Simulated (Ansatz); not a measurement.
Run this with Ansatz 0.2.0 through its Python package and show what comes out.

The script, `run_torsion.py`:
```python
# -*- coding: utf-8 -*-
import ansatz as az
from ase import Atoms

atoms = Atoms(["C", "Si", "O", "F", "F", "H", "H", "H", "H"], positions=[
    (-1.1751, 0.3032, -0.1656),
    (0.5432, -0.1377, -0.1578),
    (1.1148, -0.5081, 1.3258),
    (0.8379, -1.4113, -1.0871),
    (1.4401, 1.0573, -0.7491),
    (-1.8612, -0.4402, 0.2018),
    (-1.3764, 1.2345, 0.4461),
    (-1.5218, 0.6002, -1.1985),
    (2.087, -0.7442, 1.3674),
])

first = (
    az.Crystal.molecule_from_ase(atoms).calculation()
    .basis(gaussian="def2-SVP")
    .functional("b3lyp")
    .relax(force_tolerance=0.02, max_steps=80)
)
atoms.positions = first.run(threads=1, pin="off").report["positions_ang"]

start = atoms.get_dihedral(0, 1, 2, 8)
energies = {}
for turn in range(0, 360, 30):
    turned = atoms.copy()
    turned.set_dihedral(0, 1, 2, 8, start + turn, indices=[2, 8])
    base = az.Crystal.molecule_from_ase(turned).calculation()
    base = base.basis(gaussian="def2-SVP")
    base = base.functional("b3lyp")
    energies[round((start + turn) % 360)] = base.run(threads=1, pin="off").report["free_energy_ev"]
floor = min(energies.values())
print("dihedral C0-Si1-O2-H8 (deg)   E - E(min) (kJ/mol)")
for angle, e in sorted(energies.items()):
    print(f"{angle:8d} {96.485332 * (e - floor):14.3f}  " + "#" * int(30 * (e - floor) / max(max(energies.values()) - floor, 1e-9)))
```

```console
$ python run_torsion.py
dihedral C0-Si1-O2-H8 (deg)   E - E(min) (kJ/mol)
      30         12.620  #############################
      60         12.296  #############################
      90         10.452  ########################
     120          6.335  ###############
     150          1.882  ####
     180          0.000
     210          1.877  ####
     240          6.328  ###############
     270         10.448  ########################
     300         12.297  #############################
     330         12.622  #############################
     360         12.641  ##############################
```

Reading the output:
- The settings weren't tested for convergence.
- The scan is rigid and the energies are electronic, in a modest basis. With rigid groups the curve can differ much from the relaxed path, the start wasn't checked as a minimum of this torsion, and equivalent turns needn't return to the same energy.
- b3lyp holds the VWN-RPA fit, as in Gaussian; the form of ORCA and Turbomole is b3lyp5.
- Timing: 49 s on 1 thread of Arm Neoverse V2, on a shared host, peak memory 0.26 GiB.

(A comment or docstring line of the script was reworded after the run, the code is as it ran; lines on the test bed's own set-up are left out of the output.)
